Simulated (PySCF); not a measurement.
**KS+: from the state search to spectroscopic constants**

What are the lowest state that PBE0 finds, the bond length, vibrational wavenumber and bond energy of KS+, and how much do these hang on the method?

The runs use PySCF 2.14.0; K 6-31G(d,p), S 6-31G(d,p), no relativity.

## (1) Input

A driver script around PySCF takes these settings:

```
atoms                         : K, S
charge                        : 1
basis                         : K 6-31G(d,p), S 6-31G(d,p)
Hamiltonian                   : no relativity
basis functions               : 50
electrons treated             : 34
masses in u                   : 38.9637, 31.9721
levels                        : PBE0, PBE, r²SCAN, BHandHLYP, LDA, PBEsol, HF, MP2, SCS-MP2, CCSD, CCSD(T)
grid                          : 80 radial by 434 angular points
occupations                   : held fixed by the projection of orbital angular momentum
dissociation limit            : K+ + S, each in its ground configuration
starting distance in angstrom : 3.030
values of 2S to try           : 0, 2
```

The run is started by

```
> OMP_NUM_THREADS=1 python dia.py task.json out
```

The runs that follow: The PBE0 curve of the state that the search chose; Excited determinants; PBE; r²SCAN (meta-GGA); BHandHLYP (global hybrid GGA); LDA; PBEsol; UHF (mean field); Correlated methods on the Hartree–Fock reference.

What does the calculation give? Wanted: for each run, Re; ωe; De; μ.

The runs gave:

Lowest PBE0 solution found, without spin–orbit coupling: ³Σ⁻ (triplet), unpaired electrons π ↑↑. State 2 has its PBE0 minimum 0.31 eV higher. State 3 has its PBE0 minimum 0.44 eV higher, as a spin-mixed determinant (⟨S²⟩ = 1.01), so this is no gap between pure states. State 4 has its PBE0 minimum 0.74 eV higher, as a spin-mixed determinant (⟨S²⟩ = 1.01), so this is no gap between pure states. The other levels ran on the lowest alone.

| level | Re (Å) | ωe (cm⁻¹) | De (eV) | μ (D) |
| --- | --- | --- | --- | --- |
| UHF | 3.515 | 92.6 | 0.258 | -6.75 |
| UHF-MP2 | 3.464 | 98.0 | 0.305 | n/a |
| UHF-SCS-MP2 | 3.476 | 96.9 | 0.300 | n/a |
| UHF-CCSD | 3.473 | 97.4 | 0.307 | n/a |
| UHF-CCSD(T) | 3.472 | 97.5 | 0.311 | n/a |
| LDA | 3.244 | 122.5 | 0.424 | -5.74 |
| PBE | 3.380 | 106.3 | 0.354 | -6.10 |
| PBEsol | 3.335 | 109.2 | 0.361 | -6.00 |
| r²SCAN | 3.399 | 102.5 | 0.308 | -6.34 |
| PBE0 | 3.377 | 105.3 | 0.323 | -6.24 |
| BHandHLYP | 3.383 | 106.7 | 0.316 | -6.29 |

De is counted to K+ + S in their ground configurations. A positive dipole points from K to S; in an ion it is taken about the centre of mass and does not tell which atom is negative.

In words: The methods spread over 0.271 Å in bond length, from LDA to UHF. CCSD(T) can't serve as the judge here: for a weak bond in this basis it is far from its limit. Among the levels with a De in the table, it runs from 0.258 eV (UHF) to 0.424 eV (LDA).

Correlated steps freeze 10 core orbitals.
